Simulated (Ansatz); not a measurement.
# BFH₂OSi: up Jacob's ladder to CCSD(T)

One table from this session's results is given with a row withheld; the runs are named, their logs left out.

Program: Ansatz 0.2.0, Gaussian basis. Level of theory: functionals in def2-TZVPP, the program's frozen cores in correlated methods. These are calculated values, not measurements.

Plan: LDA (SPW92), PBE-D4, revPBE-D4, BLYP-D4, r2SCAN-D4, B97M-V, PBE0-D4, B3LYP-D4, r2SCANh-D4, r2SCAN0-D4, HSE06-D4, BHLYP-D4, CAM-B3LYP-D4, LC-ωPBE, ωB97X-V, ωB97M-V, B2PLYP, PBE-QIDH; CCSD(T)/def2-SVP; CCSD(T)/def2-TZVPP; MP2/def2-QZVPP; extrapolation to the limit; RPA on PBE.

## The geometry

The geometry comes from an earlier relaxation with PBE0-D4 in a triple-zeta def2 set; it is a stationary point.

6 atoms, charge 0, spin multiplicity 1.

Atoms are counted from 1 here; the program's logs count them from 0.

Bond lengths: F1–Si2 1.591 Å, Si2–B3 1.884 Å, Si2–O4 1.720 Å, Si2–H5 1.475 Å, B3–O4 1.354 Å, B3–H6 1.189 Å. Angles: F1–Si2–B3 123.0°, F1–Si2–O4 112.5°, F1–Si2–H5 106.3°, B3–Si2–O4 43.8°, B3–Si2–H5 130.0°, O4–Si2–H5 111.9°, Si2–B3–O4 61.6°, Si2–B3–H6 167.6°, O4–B3–H6 130.7°, Si2–O4–B3 74.6°.

The first run:

in.yaml

```yaml
crystal:
  periodic: [false, false, false]
  atoms:
    - {symbol: F, position_ang: [-1.754496, -0.557205, -0.921735]}
    - {symbol: Si, position_ang: [-0.388169, 0.197663, -0.612296]}
    - {symbol: B, position_ang: [0.467902, 0.125566, 1.064561]}
    - {symbol: O, position_ang: [0.770293, -0.821865, 0.146293]}
    - {symbol: H, position_ang: [0.098223, 0.718322, -1.903740]}
    - {symbol: H, position_ang: [0.848246, 0.273418, 2.180818]}
basis:
  gaussian: {orbitals: def2-TZVPP}
hamiltonian: {xc: lda}
output: {orbitals: {seedname: orbitals}}
```

On the command line:

```
$ ansatz run in.yaml --threads 2 --pin off --events-out ev --progress --plain --max-ram 4352MiB
```

Among the steps run: LDA; PBE-D4 (GGA); revPBE-D4 (GGA); BLYP-D4 (GGA); r2SCAN-D4 (meta-GGA); B97M-V (meta-GGA); B3LYP-D4 (hybrid); r2SCANh-D4 (hybrid); r2SCAN0-D4 (hybrid); HSE06-D4 (hybrid); BHLYP-D4 (hybrid); CAM-B3LYP-D4 (range-separated); LC-ωPBE (range-separated); ωB97X-V (range-separated); ωB97M-V (range-separated); B2PLYP (double hybrid); PBE-QIDH (double hybrid).

One table of the session follows, with a row left open; its other results are not shown here.

It belongs to the step «Orbital energies across the functionals». 

| functional | HOMO (eV) | gap (eV) |
| --- | --- | --- |
| LDA (SPW92) | -6.29 | 3.64 |
| PBE-D4 | -6.15 | 3.77 |
| revPBE-D4 | -6.10 | 3.82 |
| BLYP-D4 | -6.05 | 3.82 |
| r2SCAN-D4 | -6.37 | 4.28 |
| B97M-V | -6.43 | 4.31 |
| PBE0-D4 | -7.37 | 6.00 |
| B3LYP-D4 | -7.18 | 5.59 |
| r2SCANh-D4 | -6.82 | 5.09 |
| r2SCAN0-D4 | ? | ? |
| HSE06-D4 | -6.97 | 5.21 |
| BHLYP-D4 | -8.51 | 8.19 |
| CAM-B3LYP-D4 | -8.73 | 8.51 |
| LC-ωPBE | -10.03 | 11.01 |
| ωB97X-V | -9.68 | 10.57 |
| ωB97M-V | -9.51 | 10.18 |

Estimate the missing values for r2SCAN0-D4.

Worked estimate for «HOMO (eV)». Against the share of exact exchange, r2SCAN-D4 (0, -6.37), r2SCANh-D4 (0.1, -6.82) give a slope of -4.50 per unit share; at 0.25 the line stands at -7.49.

**Answer.** HOMO (eV): -7.51; gap (eV): 6.30. In «HOMO (eV)» the line misses by +0.02.
